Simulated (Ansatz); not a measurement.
# CsB2: the cost of one run

Program: Ansatz 0.2.0. Level of theory: DFT PBE, scalar-relativistic, plane waves, PAW. These are calculated values, not measurements.

## Step 1: The system as given

The structure is tetragonal, space group P4/mmm (No. 123). The conventional cell has a = 4.459 Å, b = 4.459 Å, c = 13.378 Å, α = 90.00°, β = 90.00°, γ = 90.00°. Around Cs (site symmetry 4mm) lie 8 B at 3.86 Å. B (site symmetry 4/mmm) has 8 Cs at 3.86 Å as nearest neighbours. Around B (site symmetry 4mm) lie 4 Cs at 3.86 Å and 4 B at 3.86 Å. Around B (site symmetry 4/mmm) lie 8 B at 3.86 Å.

As a file:

```xyz
6
Lattice="4.4592 0.0000 0.0000 0.0000 4.4592 0.0000 0.0000 0.0000 13.3776" Properties=species:S:1:pos:R:3 pbc="T T T"
Cs    0.0000    0.0000    2.2296
Cs    0.0000    0.0000   11.1480
B     2.2296    2.2296    0.0000
B     2.2296    2.2296    8.9184
B     0.0000    0.0000    6.6888
B     2.2296    2.2296    4.4592
```

The cell is invented: ordered superstructure of bcc (P4/mmm, No. 123). The dimensions are guesses.

## Step 2: The guess as it stands, on a coarse mesh

Contents of input.yaml:

```yaml
crystal:
  lattice:
    - [4.45919209, 0.0, 0.0]
    - [0.0, 4.45919209, 0.0]
    - [0.0, 0.0, 13.37757626]
  atoms:
    - { symbol: Cs, position: [0.0, 0.0, 0.16666667] }
    - { symbol: Cs, position: [0.0, 0.0, 0.83333333] }
    - { symbol: B, position: [0.5, 0.5, 0.0] }
    - { symbol: B, position: [0.5, 0.5, 0.66666667] }
    - { symbol: B, position: [0.0, 0.0, 0.5] }
    - { symbol: B, position: [0.5, 0.5, 0.33333333] }
basis:
  ecutwfc: 420
kpoints:
  mp_grid: { grid: [4, 4, 2] }
hamiltonian:
  xc: pbe
scf:
  occupations: { method: gaussian, width: 0.1 }
  lower_state_search: "off"
output:
  forces: true
  stress: true
  eigenvalues: true
```

Started as:

```console
> ansatz run input.yaml --threads 1 --pin off --max-ram 2048MiB --backend cpu --events-out ev --progress --plain --runs-dir out
```

What time and memory should one allow on 1 thread of Arm Neoverse V1, shared host?

About 4.6 s, with a peak of 0.42 GiB.
